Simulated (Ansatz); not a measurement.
# HfHCl (triplet): the correlation ladder, def2-SVP

An exercise on one series of results from a longer session: the logs are not shown, and one member is left open.

Method: def2-SVP, core rule «outside noble gas», up to 9 orbitals frozen; program: Ansatz 0.2.0, Gaussian basis.

To be run: UHF; CCSD(T) on ROHF; CCSD(T) on UHF; CISD as a restricted active space (open shells left free, so some higher excitations enter); CCSDT(Q) on ROHF; CCSDT(Q) on UHF.

31 further runs of the same task are left out: 8 for a known fault of the program, 10 that didn't finish, 13 set aside as unsound or not needed. Runs told in other sessions of the task aren't counted.

### The system

The geometry is a PBE0/def2-TZVP stationary point (not a proven minimum). No spin-orbit coupling is included. Elements past krypton take def2 core potentials.

3 atoms, charge 0, spin multiplicity 3.

Atoms are counted from 1 here; the program's logs count them from 0.

Bond lengths: Hf1–Cl2 2.375 Å, Hf1–H3 1.924 Å. Angles: Cl2–Hf1–H3 180.0°.

Set-up of the first run:

The input, in.yaml:

```yaml
crystal:
  periodic: [false, false, false]
  atoms:
    - {symbol: Hf, position_ang: [0.000000, 0.000000, 0.150300]}
    - {symbol: Cl, position_ang: [0.000000, 0.000000, -2.224700]}
    - {symbol: H, position_ang: [0.000000, 0.000000, 2.074400]}
basis:
  gaussian: {orbitals: def2-SVP}
magnetization: {spin_polarized: true, initial_magnetization: 2}
hamiltonian: {xc: hf}
output: {orbitals: {seedname: orbitals}}
```

The run is started by

```sh
$ ansatz run in.yaml --threads 1 --pin off --events-out ev --progress --plain --max-ram 2393MiB
```

Among the steps run: UHF; CCSD(T) on ROHF; CCSD(T) on UHF; CISD as a restricted active space (open shells left free, so some higher excitations enter); CCSDT(Q) on ROHF; CCSDT(Q) on UHF.

One of the session's tables, all rows but one given; the rest of the session is left out.

It belongs to the step «Misses and costs». 

| method | from RCCSDT(Q) (kcal/mol) |
| --- | --- |
| ROHF | ? |
| UHF | +130.88 |
| RMP2 | +17.34 |
| UMP2 | +15.76 |
| RCCSD | +3.47 |
| UCCSD | +1.99 |
| RCCSD(T) | +0.58 |
| UCCSD(T) | -0.89 |
| RCCSDT | +0.18 |
| UCCSDT | -1.28 |
| RCCSDT(Q) | 0 |
| UCCSDT(Q) | -1.50 |

Estimate the missing values for ROHF.

As computed: from RCCSDT(Q) (kcal/mol): +132.81. In the column «from RCCSDT(Q) (kcal/mol)» it is the highest.

Not comparable, so not listed: CISD as a restricted active space (open shells left free, so some higher excitations enter) (they don't share determinant, frozen orbitals or solution with the rows shown, or repeat one).

With the free atoms at the same levels and basis (separate runs), the atomisation energy is 7.166 eV at RCCSDT(Q), 7.172 eV at RCCSD(T), 7.169 eV at UCCSD(T), 6.276 eV at ROHF.

To keep in mind: Restricted and unrestricted rows rest on different reference determinants; a gap between their highest levels can come from leftover correlation error, from unlike frozen cores or from another state.
